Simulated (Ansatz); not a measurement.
# BrH4PSi: interaction energy of a dimer with the counterpoise correction, by script

How strongly do two molecules of BrH4PSi bind, and how much of that is basis error? The task is the interaction energy of a dimer with the counterpoise correction, for BrH4PSi. SMILES: P[SiH2]Br.

Program: Ansatz 0.2.0 through its Python package. Level of theory: PBE+D4/def2-SVP. These are calculated values, not measurements.

## (1) The structure

Bond lengths: P1–Si2 2.215 Å, Si2–Br3 2.209 Å, P1–H4 1.414 Å, P1–H5 1.414 Å, Si2–H6 1.483 Å, Si2–H7 1.484 Å. Angles: P1–Si2–Br3 109.0°, P1–Si2–H6 109.5°, P1–Si2–H7 108.4°, Br3–Si2–H6 110.1°, Br3–Si2–H7 109.6°, H6–Si2–H7 110.1°, Si2–P1–H4 97.1°, Si2–P1–H5 97.2°, H4–P1–H5 95.2°.

The script holds or builds the structure itself.

## (2) The code

The input, dimer_brh4psi.py:

```python
"""Binding of a BrH4PSi dimer at a trial geometry."""

from dataclasses import dataclass

import ansatz as az


@dataclass
class RunConfig:
    basis: str = "def2-SVP"
    functional: str = "pbe"
    dispersion: str = "d4"


settings = RunConfig()

FIRST = [
    ("P", (1.3036, -0.2754, -0.6335)),
    ("Si", (-0.7457, 0.2807, -0.0043)),
    ("Br", (-2.1459, -1.3089, -0.6296)),
    ("H", (1.4805, -1.3472, 0.2714)),
    ("H", (1.9949, 0.6723, 0.1553)),
    ("H", (-1.1235, 1.5701, -0.633)),
    ("H", (-0.764, 0.4084, 1.4737)),
]
SECOND = [
    ("P", (-7.091, -0.8798, 3.2386)),
    ("Si", (-5.1023, -1.5587, 3.9379)),
    ("Br", (-3.5399, -0.5791, 2.7223)),
    ("H", (-6.9952, 0.4522, 3.7028)),
    ("H", (-7.8371, -1.3465, 4.3449)),
    ("H", (-5.0063, -3.0327, 3.801)),
    ("H", (-4.9464, -1.1667, 5.3603)),
]

def energy(atoms, ghosts=()):
    molecule = az.Crystal.molecule()
    for symbol, xyz in atoms:
        molecule = molecule.atom(symbol, xyz)
    calc = (
        molecule.calculation()
        .basis(gaussian=settings.basis)
        .functional(settings.functional, dispersion=settings.dispersion)
    )
    deck = calc.input()
    if ghosts:
        deck = deck.set(az.key.basis.gaussian.ghost_atoms, [{"symbol": s, "position_ang": list(xyz)} for s, xyz in ghosts])
    return az.Session.from_dict(deck).plan().execute().report["free_energy_ev"]

# ghost atoms carry the functions of the partner
both = energy(FIRST + SECOND)
alone = energy(FIRST) + energy(SECOND)
ghosted = energy(FIRST, SECOND) + energy(SECOND, FIRST)
print(f"dimer {both:.6f} eV")
print(f"interaction, uncorrected   {(both - alone):8.3f} eV")
print(f"interaction, counterpoise  {(both - ghosted):8.3f} eV")
print(f"basis-set superposition    {(alone - ghosted):8.3f} eV")
```

## (3) The calls as engine input

The engine receives this input (first run):

```yaml
crystal:
  periodic: [false, false, false]
  atoms:
    - { symbol: P, position_ang: [1.3036, -0.2754, -0.6335] }
    - { symbol: Si, position_ang: [-0.7457, 0.2807, -0.0043] }
    - { symbol: Br, position_ang: [-2.1459, -1.3089, -0.6296] }
    - { symbol: H, position_ang: [1.4805, -1.3472, 0.2714] }
    - { symbol: H, position_ang: [1.9949, 0.6723, 0.1553] }
    - { symbol: H, position_ang: [-1.1235, 1.5701, -0.633] }
    - { symbol: H, position_ang: [-0.764, 0.4084, 1.4737] }
    - { symbol: P, position_ang: [-7.091, -0.8798, 3.2386] }
    - { symbol: Si, position_ang: [-5.1023, -1.5587, 3.9379] }
    - { symbol: Br, position_ang: [-3.5399, -0.5791, 2.7223] }
    - { symbol: H, position_ang: [-6.9952, 0.4522, 3.7028] }
    - { symbol: H, position_ang: [-7.8371, -1.3465, 4.3449] }
    - { symbol: H, position_ang: [-5.0063, -3.0327, 3.801] }
    - { symbol: H, position_ang: [-4.9464, -1.1667, 5.3603] }
basis:
  gaussian:
    orbitals: def2-SVP
hamiltonian:
  xc: pbe
  dispersion: d4
```

## (4) Running it

The run is started by

```sh
$ python dimer_brh4psi.py
```

**Question.** How large is the interaction at this pose, and how much of it is basis-set superposition?

The runs gave:

| quantity | value |
| --- | --- |
| interaction energy, uncorrected | -0.069 eV |
| interaction energy, counterpoise | -0.039 eV |
| runs compared | 5 |

**Reading.** The counterpoise correction takes away 43 % of the apparent binding. Uncorrected it is -0.069 eV, with the counterpoise correction -0.039 eV; the difference, 0.03 eV, is the superposition error. The dimer is a generated trial pose of unrelaxed monomers, not a minimum, so the figure is no binding energy, and the basis set is small.
